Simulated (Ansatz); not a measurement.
# MgO (rocksalt type): the cost of one run

Computed with Ansatz 0.2.0 (DFT, LDA, all-electron LAPW, scalar-relativistic, unless a step's input says otherwise).

**1. Starting point**

Symmetry: Fm-3m, No. 225, cubic system. The conventional cell has a = 4.159 Å, b = 4.159 Å, c = 4.159 Å, α = 90.00°, β = 90.00°, γ = 90.00°. Mg (site symmetry m-3m) has 6 O at 2.08 Å as nearest neighbours. O (site symmetry m-3m) is surrounded by 6 Mg at 2.08 Å.

As a file:

```cif
data_structure
_symmetry_space_group_name_H-M 'P 1'
_symmetry_Int_Tables_number 1
_cell_length_a 2.9410
_cell_length_b 2.9410
_cell_length_c 4.1592
_cell_angle_alpha 90.000
_cell_angle_beta 90.000
_cell_angle_gamma 90.000
_cell_volume 35.98
loop_
_atom_site_label
_atom_site_type_symbol
_atom_site_fract_x
_atom_site_fract_y
_atom_site_fract_z
_atom_site_occupancy
Mg1 Mg 0.00000 0.00000 0.00000 1
Mg2 Mg 0.50000 0.50000 0.50000 1
O1 O 0.50000 0.50000 0.00000 1
O2 O 0.00000 0.00000 0.50000 1
```

Atoms are numbered in the order of the input: Mg1, Mg2, O3, O4.

**2. Bulk in the slab's orientation, LAPW**

Contents of input.yaml:

```yaml
crystal:
  lattice:
    - [2.0796191498, 2.0796191498, 0.0]
    - [-2.0796191498, 2.0796191498, 0.0]
    - [0.0, 0.0, 4.1592382996]
  atoms:
    - { symbol: Mg, position: [0.0, 0.0, 0.0] }
    - { symbol: Mg, position: [0.5, 0.5, 0.5] }
    - { symbol: O, position: [0.5, 0.5, 0.0] }
    - { symbol: O, position: [0.0, 0.0, 0.5] }
kpoints:
  mp_grid: { grid: [10, 10, 7] }
scf:
  occupations: { method: fermi_dirac, width: 0.02 }
hamiltonian:
  xc: lda
  pseudopotentials: { kind: all_electron, lapw: { basis_error: 0.001 } }
output:
  forces: true
  stress: true
  eigenvalues: true
```

The run is started by

```
> ansatz run input.yaml --threads 2 --pin off --max-ram 4096MiB --backend cpu --events-out ev --progress --plain --runs-dir out
```

Q: Estimate wall time and peak memory on 2 threads of Arm Neoverse N1, shared host.

About 24 s, with a peak of 0.44 GiB.
